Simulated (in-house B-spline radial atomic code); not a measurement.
# Co: a test of the knot spacing (logarithmic)

How far can the knot spacing (logarithmic) be changed before the Co run goes wrong?

Method: Dirac-Coulomb BLYP, spherical fractional occupations, Fermi nucleus, basis-set limit. Code: in-house B-spline radial atomic code version 1.

## 1. Starting point

```
element       : cobalt (Z = 27)
charge        : 0
electrons     : 27
configuration : [Ar] 3d7 4s2
Hamiltonian   : Dirac-Coulomb
nucleus       : Fermi, rms radius 3.788 fm
```

The outer shells:

[Ar] 3d7 4s2
```
[Ar] core
3d [↑↓][↑↓][↑ ][↑ ][↑ ]
4s [↑↓]
```

The boxes only draw the filling; these runs are spin-restricted and spherical.

A run counts as converged when the orbital gradient is under the tolerance times 27 hartree (or under the basis's noise floor) and the energy moved by less than 1e-8 hartree times the root of its size. Energy differences under 4e-06 hartree are noise.

Settings, as recorded:

```ini
Z = 27
electrons = 27.0
configuration = [Ar] 3d7 4s2
hamiltonian = dirac
method = b88,lyp
spin_polarised = False
nucleus = fermi
rms_radius = 3.7875
mass_number = 59
atomic_mass = 58.933193524
speed_of_light = 137.035999084
knot_spacing = 0.22
spline_order = 8
gauss_points = 12
box_radius = 50
max_iterations = 70
damping = 0.5
damped_steps = 3
diis_vectors = 10
tolerance = 1e-08
start = Thomas-Fermi
```

The reference is known from an earlier run: -1393.511125 hartree in all. Up to eight levels, counted from the top:

```
orbital  occupation  energy (eV)  <r> (bohr)
  2p1/2           2      -779.93      0.2228
  2p3/2           4      -765.09      0.2259
  3s1/2           2      -102.09      0.7736
  3p1/2           2      -66.668      0.8095
  3p3/2           4      -64.807      0.8193
  3d3/2         2.8       -8.221       1.068
  3d5/2         4.2       -8.028       1.076
  4s1/2           2       -5.414       2.893
```

## 2. Knot spacing (logarithmic) 0.1

Settings, as recorded:

```ini
Z = 27
electrons = 27.0
configuration = [Ar] 3d7 4s2
hamiltonian = dirac
method = b88,lyp
spin_polarised = False
nucleus = fermi
rms_radius = 3.7875
mass_number = 59
atomic_mass = 58.933193524
speed_of_light = 137.035999084
knot_spacing = 0.1
spline_order = 8
gauss_points = 12
box_radius = 50
max_iterations = 70
damping = 0.5
damped_steps = 3
diis_vectors = 10
tolerance = 1e-08
start = Thomas-Fermi
```

On the command line:

```console
$ python run_scf.py task.json out
```

One command runs all members of the session, one after another, from task.json.

## 3. Knot spacing (logarithmic) 0.15

Settings: those of step 2 with these lines changed.

```diff
@@ -11,3 +11,3 @@
 speed_of_light = 137.035999084
-knot_spacing = 0.1
+knot_spacing = 0.15
 spline_order = 8
```

## 4. Knot spacing (logarithmic) 0.3

Settings: those of step 3 with these lines changed.

```diff
@@ -11,3 +11,3 @@
 speed_of_light = 137.035999084
-knot_spacing = 0.15
+knot_spacing = 0.3
 spline_order = 8
```

## 5. Knot spacing (logarithmic) 0.4

Settings: those of step 4 with these lines changed.

```diff
@@ -11,3 +11,3 @@
 speed_of_light = 137.035999084
-knot_spacing = 0.3
+knot_spacing = 0.4
 spline_order = 8
```

## 6. Knot spacing (logarithmic) 0.55

Settings: those of step 5 with these lines changed.

```diff
@@ -11,3 +11,3 @@
 speed_of_light = 137.035999084
-knot_spacing = 0.4
+knot_spacing = 0.55
 spline_order = 8
```

## 7. Knot spacing (logarithmic) 0.75

Settings: those of step 6 with these lines changed.

```diff
@@ -11,3 +11,3 @@
 speed_of_light = 137.035999084
-knot_spacing = 0.55
+knot_spacing = 0.75
 spline_order = 8
```

## 8. Knot spacing (logarithmic) 1

Settings: those of step 7 with these lines changed.

```diff
@@ -11,3 +11,3 @@
 speed_of_light = 137.035999084
-knot_spacing = 0.75
+knot_spacing = 1.0
 spline_order = 8
```

## 9. Knot spacing (logarithmic) 1.4

Settings: those of step 8 with these lines changed.

```diff
@@ -11,3 +11,3 @@
 speed_of_light = 137.035999084
-knot_spacing = 1.0
+knot_spacing = 1.4
 spline_order = 8
```

## 10. Knot spacing (logarithmic) 2

Settings: those of step 9 with these lines changed.

```diff
@@ -11,3 +11,3 @@
 speed_of_light = 137.035999084
-knot_spacing = 1.4
+knot_spacing = 2.0
 spline_order = 8
```

Q: Which of these runs converge to the reference energy, which miss it and by about how much, and which fail?

The runs gave:

| run | outcome | iterations | energy less the reference (hartree) |
| --- | --- | --- | --- |
| reference | converged | 10 | 0 |
| knot spacing (logarithmic) 0.1 | converged | 10 | below noise |
| knot spacing (logarithmic) 0.15 | converged | 10 | below noise |
| knot spacing (logarithmic) 0.3 | converged | 10 | +9.96e-06 |
| knot spacing (logarithmic) 0.4 | converged | 10 | +0.000228 |
| knot spacing (logarithmic) 0.55 | converged | 10 | +0.0323 |
| knot spacing (logarithmic) 0.75 | converged | 10 | +1.42 |
| knot spacing (logarithmic) 1 | converged | 10 | +12.6 |
| knot spacing (logarithmic) 1.4 | converged | 10 | +78.4 |
| knot spacing (logarithmic) 2 | converged | 10 | +275 |

What this shows: Of 9 changed inputs, 3 gave the reference energy within 1e-05 hartree and 6 converged to another value. The worst converged miss is +275 hartree (knot spacing (logarithmic) 2): knots so far apart cannot follow the orbitals.
